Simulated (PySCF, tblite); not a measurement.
**C6H10O2+ (doublet): geometry, infrared bands and EPR parameters**

Aim: predict the infrared bands and EPR parameters of C6H10O2+ (doublet) (`C[C@@H]1CCC(=[O+])OC1`).

The runs use tblite 0.8.0 and PySCF 2.14.0, with density-fitted response routines of our own; the level of theory stands in each step. All values are computed, except where a source is named. Atoms are numbered from 0 throughout.

### Step 1. Starting geometry

18 atoms, charge 1, multiplicity 2; geometry from: force field or distance geometry start.

Bonds of the start (Å): C0–C1 1.52, C1–C2 1.54, C2–C3 1.51, C3–C4 1.50, C4–O5 1.22, C4–O6 1.35, O6–C7 1.43, C7–C1 1.53, C0–H8 1.10, C0–H9 1.10, C0–H10 1.10, C1–H11 1.09, C2–H12 1.10, C2–H13 1.10, C3–H14 1.09, C3–H15 1.10, C7–H16 1.10, C7–H17 1.09.

### Step 2. Relaxing the molecule with GFN2-xTB

What the job is given:

```
{"job": {"kind": "relax", "xc": "GFN2-xTB", "basis": "xTB"}, "charge": 1, "multiplicity": 2}
C     -2.133700    -0.191600     0.365300
C     -0.752700     0.119900    -0.179400
C      0.205700    -1.063900     0.034900
C      1.548600    -0.718100    -0.571100
C      2.097400     0.610600    -0.133500
O      3.301000     0.833700    -0.147200
O      1.212200     1.601200     0.119200
C     -0.135000     1.329300     0.531000
H     -2.806200     0.661300     0.213800
H     -2.123100    -0.413000     1.442700
H     -2.578600    -1.054100    -0.150800
H     -0.825800     0.320900    -1.243300
H      0.300500    -1.278500     1.111400
H     -0.197600    -1.964800    -0.446700
H      1.485200    -0.712100    -1.655100
H      2.264000    -1.498700    -0.255900
H     -0.139800     1.209200     1.620000
H     -0.730900     2.214900     0.299900
```

Run with:

```console
> OMP_NUM_THREADS=1 python probes_run.py task.json out
```

The driver reads the jobs from task.json and runs them one after another.

The program printed:

```text
step      E/eV     max force
  0    -696.03581    3.403
  1    -696.17791    3.360
  2    -696.25520    0.582
  3    -696.26828    0.301
  4    -696.28263    0.339
  5    -696.28907    0.312
  6    -696.29398    0.159
  7    -696.29684    0.128
  8    -696.29922    0.190
  9    -696.30105    0.188
 10    -696.30291    0.135
 11    -696.30461    0.125
 12    -696.30622    0.113
 13    -696.30768    0.113
 14    -696.30901    0.093
 15    -696.31018    0.106
 16    -696.31115    0.101
 17    -696.31193    0.076
 18    -696.31263    0.064
 19    -696.31323    0.063
 20    -696.31368    0.059
 21    -696.31405    0.051
 22    -696.31440    0.041
 23    -696.31472    0.040
 24    -696.31497    0.034
 25    -696.31517    0.030
 26    -696.31534    0.033
 27    -696.31552    0.036
 28    -696.31566    0.029
 29    -696.31574    0.023
 30    -696.31581    0.021
 31    -696.31590    0.025
 32    -696.31602    0.029
 33    -696.31618    0.035
 34    -696.31635    0.029
 35    -696.31651    0.028
 36    -696.31668    0.033
 37    -696.31683    0.031
 38    -696.31697    0.032
 39    -696.31709    0.029
 40    -696.31720    0.030
 41    -696.31731    0.028
 42    -696.31742    0.026
 43    -696.31752    0.021
 44    -696.31762    0.027
 45    -696.31773    0.028
 46    -696.31783    0.022
 47    -696.31791    0.023
 48    -696.31800    0.027
 49    -696.31808    0.034
 50    -696.31816    0.025
 51    -696.31822    0.020
 52    -696.31826    0.017
 53    -696.31829    0.016
 54    -696.31831    0.014
 55    -696.31834    0.011
 56    -696.31835    0.008
```

It took 0.45 s on 1 thread of AMD EPYC, shared host.

Along the way: (not every step is listed)

```csv
step,energy from step 0 (eV),largest force (eV/Å)
0,0.0000,3.4026
1,-0.1421,3.3602
2,-0.2194,0.5816
3,-0.2325,0.3011
4,-0.2468,0.3391
5,-0.2533,0.3120
6,-0.2582,0.1593
7,-0.2610,0.1276
8,-0.2634,0.1898
12,-0.2704,0.1134
16,-0.2753,0.1011
20,-0.2779,0.0587
24,-0.2792,0.0340
28,-0.2799,0.0287
32,-0.2802,0.0294
36,-0.2809,0.0332
40,-0.2814,0.0295
44,-0.2818,0.0269
48,-0.2822,0.0270
51,-0.2824,0.0200
52,-0.2825,0.0171
53,-0.2825,0.0155
54,-0.2825,0.0136
55,-0.2825,0.0108
56,-0.2825,0.0083
```

Distances of close pairs at the start and the end, largest changes first:

```
  bond  before (Å)  after (Å)  change (Å)
 C3–C4       1.503      1.576      +0.073
 C4–O6       1.352      1.298      -0.054
 C4–O5       1.224      1.186      -0.039
 O6–C7       1.435      1.401      -0.034
 C1–C7       1.533      1.549      +0.017
 C2–C3       1.513      1.499      -0.014
C3–H15       1.105      1.091      -0.013
 C0–H9       1.100      1.087      -0.013
```

The final coordinates are the input of the step that follows.

### Step 3. Vibrational analysis with GFN2-xTB

What the job is given:

```
{"job": {"kind": "ir", "xc": "GFN2-xTB", "basis": "xTB"}, "charge": 1, "multiplicity": 2}
C     -2.160804    -0.167395     0.355992
C     -0.771060     0.092747    -0.187126
C      0.216661    -1.045983     0.064175
C      1.565121    -0.771351    -0.530178
C      2.093146     0.672904    -0.187188
O      3.241730     0.901574    -0.371980
O      1.203873     1.523498     0.226755
C     -0.134749     1.287679     0.566362
H     -2.793721     0.711671     0.257602
H     -2.132668    -0.462301     1.401734
H     -2.642124    -0.959652    -0.216337
H     -0.818073     0.327222    -1.254652
H      0.281244    -1.277046     1.131009
H     -0.175029    -1.943619    -0.435636
H      1.552896    -0.771591    -1.625286
H      2.337609    -1.459713    -0.183347
H     -0.204391     1.141848     1.651426
H     -0.668421     2.205826     0.291696
```

The program printed:

```text
mode    cm-1     km/mol
  1      76.1      5.16
  2     159.0      3.23
  3     204.9      0.52
  4     214.0      0.36
  5     292.7      4.14
  6     365.9      8.65
  7     416.9      2.62
  8     448.1      4.41
  9     487.6      9.91
 10     554.8     19.82
 11     654.7     21.28
 12     719.8     42.65
 13     800.2     22.19
 14     854.5     14.25
 15     900.1     36.05
 16     909.2     13.81
 17     924.9     14.66
 18     983.5    231.57
 19    1006.4     46.01
 20    1034.9     44.51
 21    1082.2     42.86
 22    1103.4     16.17
 23    1110.4      2.94
 24    1131.9      7.45
 25    1158.3     18.72
 26    1186.3      7.38
 27    1221.8     47.26
 28    1236.5     22.33
 29    1266.1      1.70
 30    1285.6      5.57
 31    1321.1     37.99
 32    1360.1     40.12
 33    1397.8    128.86
 34    1400.0     72.06
 35    1407.7      9.14
 36    1419.2     32.96
 37    1457.9     53.06
 38    1777.8    239.84
 39    2878.5     58.36
 40    2922.1     25.86
 41    2930.8      8.28
 42    2951.2     14.92
 43    2963.3      5.81
 44    2981.9      3.45
 45    3001.4     22.30
 46    3016.4     36.43
 47    3046.7     39.67
 48    3058.0      7.67
```

Run time: 0.75 s. Hardware: 1 thread of AMD EPYC, shared host.

The strongest bands and the atoms that carry them (share of the mass-weighted mode):

```
cm⁻¹  km/mol                                  atoms
 984   231.6    C4 27 %, O6 12 %, H10 12 %, C7 11 %
1006    46.0                               H13 35 %
1222    47.3                      H11 53 %, C1 17 %
1398   128.9  H10 21 %, H8 19 %, H14 17 %, H15 17 %
1400    72.1  H15 22 %, H14 21 %, H10 15 %, H8 14 %
1458    53.1             H8 44 %, H9 33 %, H10 15 %
1778   239.8                       C4 60 %, O5 39 %
2878    58.4                               H13 92 %
```

### Step 4. EPR parameters: B3LYP/pcH-1

Settings changed since step 3:

```diff
@@ -1,2 +1,2 @@
-{"job": {"kind": "ir", "xc": "GFN2-xTB", "basis": "xTB"}, "charge": 1, "multiplicity": 2}
+{"job": {"kind": "epr", "basis": "pcH-1"}, "charge": 1, "multiplicity": 2}
 C     -2.160804    -0.167395     0.355992
```

Method: UKS B3LYP, pcH-1 on C H O, non-relativistic, mean-field spin-orbit, GIAO.

The program printed:

```text
UKS, coarse grid
  cycle   1  E = -384.60614846  |g| = 6.77e-01
  cycle   2  E = -383.65707427  |g| = 1.64e+00
  cycle   3  E = -384.72136303  |g| = 4.04e-01
  cycle   4  E = -384.77954012  |g| = 1.82e-01
  cycle   5  E = -384.79146816  |g| = 6.15e-02
  cycle   6  E = -384.79256902  |g| = 4.28e-02
  cycle   7  E = -384.79328244  |g| = 2.10e-02
  cycle   8  E = -384.79343883  |g| = 1.23e-02
  cycle   9  E = -384.79352011  |g| = 2.45e-03
  cycle  10  E = -384.79352319  |g| = 1.65e-03
  cycle  11  E = -384.79352465  |g| = 5.24e-04
UKS, final grid
  cycle   1  E = -384.79352406  |g| = 1.51e-03
  cycle   2  E = -384.79351350  |g| = 5.34e-03
  cycle   3  E = -384.79352504  |g| = 1.46e-04
  cycle   4  E = -384.79352505  |g| = 1.09e-04
  cycle   5  E = -384.79352506  |g| = 3.81e-05
  cycle   6  E = -384.79352506  |g| = 1.77e-05
E = -384.79352506 Eh   <S^2> = 0.7549 (exact 0.7500)
g shifts (ppm)      1          2          3
  rmc          -270       -270       -270
  gc             34         10         53
  oz_so        -459        267       5403
  total        -695          8       5187
hyperfine (MHz)  atom isotope    a_iso     a_fc   dipolar eigenvalues
    0   13C      -0.95      -0.95     -0.98     -0.52      1.49
    1   13C      -1.62      -1.62     -6.95     -5.67     12.62
    2   13C       4.73       4.73     -8.20     -7.77     15.97
    3   13C      13.97      13.97    -19.94    -19.02     38.96
    4   13C     -34.60     -34.60    -14.07     -2.52     16.59
    5   17O     -29.26     -29.26   -158.14     73.98     84.17
    6   17O      13.45      13.45    -49.25     23.07     26.19
    7   13C      -0.82      -0.82     -6.70     -5.68     12.37
    8    1H       1.23       1.23     -1.34     -0.69      2.03
    9    1H      -0.41      -0.41     -1.14     -0.78      1.92
   10    1H      10.76      10.76     -1.31     -0.36      1.67
   11    1H      -3.32      -3.32     -2.18     -1.40      3.58
   12    1H       2.21       2.21     -4.20     -1.54      5.74
   13    1H     183.28     183.28     -5.66     -4.06      9.72
   14    1H       6.49       6.49     -8.63     -0.54      9.17
   15    1H      -8.61      -8.61     -9.46     -0.11      9.58
   16    1H      -2.92      -2.92     -2.37     -1.46      3.83
   17    1H      72.08      72.08     -3.64     -2.63      6.27
```

Wall time 2 min (1 thread of AMD EPYC, shared host); peak memory 0.97 GiB.

Principal g values 2.00162, 2.00233, 2.00751; g(iso) = 2.00382, against 2.00232 for a free electron.

Hyperfine couplings; where a row names several nuclei, a(iso) is their mean (it holds for fast rotation or exchange) and the dipolar term the largest among them:

```
     nuclei  isotope  a(iso) (MHz)  a(iso) (G, at g = 2.0023)  largest dipolar term (MHz)
        H13       1H         183.3                       65.4                         9.7
        H17       1H          72.1                       25.7                         6.3
         C4      13C         -34.6                      -12.3                        16.6
         O5      17O         -29.3                      -10.4                      -158.1
         C3      13C          14.0                        5.0                        39.0
         O6      17O          13.4                        4.8                       -49.3
        H15       1H          -8.6                       -3.1                         9.6
        H14       1H           6.5                        2.3                         9.2
         C2      13C           4.7                        1.7                        16.0
H8, H9, H10       1H           3.9                        1.4                         2.0
        H11       1H          -3.3                       -1.2                         3.6
        H16       1H          -2.9                       -1.0                         3.8
        H12       1H           2.2                        0.8                         5.7
         C1      13C          -1.6                       -0.6                        12.6
```

Mulliken spin populations:

C0 0.00; C1 0.04; C2 0.04; C3 0.16; C4 -0.01; O5 0.52; O6 0.11; C7 0.03; H8 0.00; H9 0.00; H10 0.00; H11 0.00; H12 0.00; H13 0.07; H14 0.00; H15 0.00; H16 0.00; H17 0.03

In first order the couplings over 0.8 MHz of 1H give 488 distinct lines over 103.7 G, if the averaged nuclei exchange fast.

The fields below are evaluated on a grid from the run's orbitals.

ELF in a plane through or near 8 of the atoms.

Values, 10 rows by 14 columns:
```
0.00 0.00 0.00 0.00 0.00 0.00 0.00 0.00 0.00 0.00 0.00 0.00 0.00 0.00
0.00 0.00 0.00 0.00 0.00 0.00 0.00 0.01 0.00 0.00 0.00 0.00 0.00 0.00
0.00 0.00 0.00 0.01 0.04 0.01 0.87 0.99 0.26 0.01 0.08 0.00 0.00 0.00
0.00 0.00 0.00 0.59 0.84 0.33 0.78 0.97 0.10 0.72 0.97 0.31 0.00 0.00
0.00 0.00 0.00 0.11 0.72 0.47 0.59 0.82 0.46 0.60 0.81 0.12 0.00 0.00
0.00 0.03 0.64 0.61 0.61 0.72 0.05 0.64 0.52 0.51 0.92 0.60 0.01 0.00
0.00 0.05 0.81 0.36 0.52 0.76 0.83 0.30 0.41 0.04 0.90 0.67 0.00 0.00
0.00 0.00 0.17 0.40 0.02 0.89 0.47 0.76 0.98 0.16 0.00 0.00 0.00 0.00
0.00 0.00 0.00 0.00 0.00 0.13 0.01 0.09 0.50 0.01 0.00 0.00 0.00 0.00
0.00 0.00 0.00 0.00 0.00 0.00 0.00 0.00 0.00 0.00 0.00 0.00 0.00 0.00
```
The map spans 11.7 Å across and 9.5 Å up, centred on the molecule. Atoms in the plane (x, y in Å): C0 (2.2, 0.3), C1 (0.7, 0.0), C3 (-1.7, 0.8), C4 (-2.1, -0.7), O5 (-3.2, -1.0), O6 (-1.1, -1.6), C7 (0.3, -1.4), H13 (0.0, 2.0).

log10 of the density (e/Å³) in the same plane.

Ten even steps from '0' (-4.0) to '9' (1.9):
```
0000000000000000000000000000
0000000000000000000000000000
0000000000011111000000000000
0000000011122332210000000000
0000012233334554322221100000
0000023344445665433333210000
0000134556556765445554320000
0000234567667766556665321000
0001234568877776666765421000
0013445567666667778965431000
0023566667655667666765431000
0134679789766677655665431000
0134678777777787654444321000
0024566656797677654333210000
0012344445666566653221100000
0001233334554455543210000000
0000000112333333321000000000
0000000001111122210000000000
0000000000000000000000000000
0000000000000000000000000000
```
The map spans 11.7 Å across and 9.5 Å up, centred on the molecule. Atoms in the plane (x, y in Å): C0 (2.2, 0.3), C1 (0.7, 0.0), C3 (-1.7, 0.8), C4 (-2.1, -0.7), O5 (-3.2, -1.0), O6 (-1.1, -1.6), C7 (0.3, -1.4), H13 (0.0, 2.0).

On the surface of density 0.002 e/bohr³ the electrostatic potential runs, from the 1st to the 99th percentile, from 3.01 V near O5 to 6.26 V near C4.

The spin density lies nearest to O5 45 %; C3 12 %; O6 11 %; C4 7 % (both signs).

### Step 5. Summary of results

| quantity | value |
| --- | --- |
| strongest single infrared mode (GFN2-xTB) | 1778 cm⁻¹, 240 km/mol |
| zero-point energy (GFN2-xTB) | 93.0 kcal/mol |
| g(iso) (B3LYP) | 2.00382 |
| ⟨S²⟩ | 0.755 (exact 0.75) |
| largest a(iso) (averaged by class) | 1H on H13, 183.3 MHz |

Relaxing lowered the energy by 0.283 eV in 56 steps; the close pair that moved most is C3–C4, from 1.503 to 1.576 Å. All 48 modes are real, so the xTB geometry is a minimum. The strongest single mode, at 1778 cm⁻¹, moves mainly C4 and O5. GFN2-xTB is a fitted tight-binding method: band positions and strengths are rough. Its intensities can rank the bands wrongly. O5 carries the largest spin population, 0.52 e. The isotropic g lies 1.5 ppt above the free-electron value.
